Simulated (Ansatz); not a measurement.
# BHLYP/def2-TZVPP run of F2Ge (SMILES [F][Ge][F])

What is the electronic atomisation energy of F2Ge at BHLYP/def2-TZVPP? 

Program for the calculation: Ansatz 0.2.0.

## (1) The structure to begin with

F2Ge: 3 atoms, total charge 0, spin state singlet. As SMILES, `[F][Ge][F]`. The coordinates come from a PBE0-D4/def2-TZVP relaxation.

Bond lengths: F1–Ge2 1.745 Å, Ge2–F3 1.745 Å. Angles: F1–Ge2–F3 97.2°.

## (2) The energy at BHLYP/def2-TZVPP

in.yaml reads:

```yaml
crystal:
  periodic: [false, false, false]
  atoms:
    - symbol: F
      position_ang: [-0.675900, -1.101800, -0.497500]
    - symbol: Ge
      position_ang: [0.637500, -0.295200, 0.320200]
    - symbol: F
      position_ang: [0.027600, 1.332100, 0.164100]
basis:
  gaussian:
    orbitals: def2-TZVPP
magnetization:
  spin_polarized: false
  initial_magnetization: 0
hamiltonian:
  xc: {name: BHLYP}
accuracy: high
output: {orbitals: {seedname: orbitals}}
```

On the command line:

```
$ ansatz run in.yaml --threads 1 --pin off --max-ram 3480MiB --events-out events.jsonl --progress --plain --runs-dir runs
```

The log of the run:

```text
Warning: RAYON_NUM_THREADS=1 ignored (pool sized by the plan → 1); use --threads N
Functional definition: BHLYP
  name "BHLYP"
  parameter a = 0.5
  exchange = (1 - a)*b88_x + a*exact_x
  correlation = lyp_c
1632 factors; integrals over basis functions are off by at most 5.2e-9 eV
mean field evaluation 1: about -61950.1980 eV, gradient 5.0e1 eV
mean field evaluation 2: about -61946.2418 eV, gradient 7.5e1 eV
mean field evaluation 4: about -61953.9498 eV, gradient 1.2e0 eV
mean field evaluation 8: about -61954.0743 eV, gradient 3.9e-2 eV
mean field evaluation 16: about -61954.0743 eV, gradient 2.8e-5 eV
mean field -61954.07431939 eV, -2276.7702372576 hartree, gradient 3.5e-8 eV, S^2 0.000000; 0 other end points of the search recorded, 0 dependent functions left out
reference -61954.07433755 eV, -2276.7702379252 hartree; 25, 25 occupied and 85, 85 virtual orbitals, 1632 factors
Total energy: -61954.07433755 eV, -2276.7702379252 hartree
```

Wall time 4.8 s (1 thread of Intel Xeon 6975P-C (Granite Rapids), shared host); peak memory 0.31 GiB.

## (3) The F atom, same level

in.yaml reads:

```yaml
crystal:
  periodic: [false, false, false]
  atoms:
    - {symbol: F, position_ang: [0.000000, 0.000000, 0.000000]}
basis:
  gaussian:
    orbitals: def2-TZVPP
magnetization:
  spin_polarized: true
  initial_magnetization: 1
hamiltonian:
  xc: {name: BHLYP}
accuracy: high
```

On the command line:

```
$ ansatz run in.yaml --threads 1 --pin off --max-ram 3480MiB --events-out events.jsonl --progress --plain --runs-dir runs
```

The log of the run:

```text
Warning: RAYON_NUM_THREADS=1 ignored (pool sized by the plan → 1); use --threads N
[... 5 set-up lines as earlier in the session ...]
309 factors; integrals over basis functions are off by at most 2.5e-9 eV
mean field evaluation 1: about -2714.0915 eV, gradient 6.8e0 eV
mean field evaluation 2: about -2714.1861 eV, gradient 1.0e0 eV
mean field evaluation 4: about -2714.1904 eV, gradient 3.0e-1 eV
mean field evaluation 8: about -2714.1907 eV, gradient 2.1e-3 eV
mean field evaluation 16: about -2714.1907 eV, gradient 7.6e-8 eV
mean field -2714.19069344 eV, -99.7446682394 hartree, gradient 7.6e-8 eV, S^2 0.752024; 0 other end points of the search recorded, 0 dependent functions left out
reference -2714.19070259 eV, -99.7446685755 hartree; 5, 4 occupied and 26, 27 virtual orbitals, 309 factors
Total energy: -2714.19070259 eV, -99.7446685755 hartree
```

Wall time 0.32 s (1 thread of Intel Xeon 6975P-C (Granite Rapids), shared host).

## (4) The Ge atom

in.yaml reads:

```yaml
crystal:
  periodic: [false, false, false]
  atoms:
    - {symbol: Ge, position_ang: [0.000000, 0.000000, 0.000000]}
basis:
  gaussian:
    orbitals: def2-TZVPP
accuracy: high
total_charge: 0
hamiltonian:
  xc: {name: BHLYP}
magnetization:
  spin_polarized: true
  initial_magnetization: 2
```

Run the same way, it converges to -2076.90401 Eh (log not shown).

## (5) Outcome

Level: BHLYP/def2-TZVPP.

| quantity | value |
| --- | --- |
| molecule: total energy | -2276.77024 Eh |
| molecule: HOMO energy | -10.15 eV |
| molecule: LUMO energy | -1.79 eV |
| molecule: HOMO–LUMO gap | 8.36 eV |
| F atom: total energy | -99.74467 Eh |
| F atom: ⟨S²⟩ | 0.752 |
| Ge atom: total energy | -2076.90401 Eh |
| Ge atom: ⟨S²⟩ | 2.004 |
| electronic atomisation energy | 10.256 eV |

**Reading.** Taking the molecule apart into free atoms costs 10.26 eV (990 kJ/mol), before zero-point energy and without spin-orbit coupling.
